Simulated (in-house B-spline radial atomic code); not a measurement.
**Ba⁶⁺: ionisation energy by several methods**

One table from this session's results is given with a row withheld; the runs are named, their logs left out.

Method: scalar-relativistic (X2C), several functionals, spin-polarised; spherical all-electron atom at the radial basis limit. Code: in-house B-spline radial atomic code version 1.

## Starting point

```
element       : barium (Z = 56)
charge        : +6
electrons     : 50
configuration : [Kr] 4d10 5s2 5p2
nucleus       : Fermi, rms radius 4.838 fm
```

The outer shells:

[Kr] 4d10 5s2 5p2
```
[Kr] core
4d [↑↓][↑↓][↑↓][↑↓][↑↓]
5s [↑↓]
5p [↑ ][↑ ][  ]
```

Where spins are not typed, each open shell is filled with up spins first.

Set-up of the first run:

The run's settings:

```ini
Z = 56
electrons = 50.0
configuration = [Kr] 4d10 5s2 5p2
hamiltonian = x2c
method = lda,vwn
spin_polarised = True
nucleus = fermi
rms_radius = 4.8378
mass_number = 138
atomic_mass = 137.905247059
speed_of_light = 137.035999084
```

Among the steps run: LDA (VWN5); AM05, a GGA; SCAN, a meta-GGA; exchange-only LDA; r2SCAN, a meta-GGA.

One table of the session follows, with a row left open; its other results are not shown here.

```
           method  ΔSCF (eV)
       LDA (VWN5)          ?
exchange-only LDA     85.492
             AM05     86.591
             SCAN     86.796
           r2SCAN     86.759
```

**Question.** Estimate the row for LDA (VWN5).

As computed: ΔSCF (eV): 86.822. In the column «ΔSCF (eV)» it is the highest.
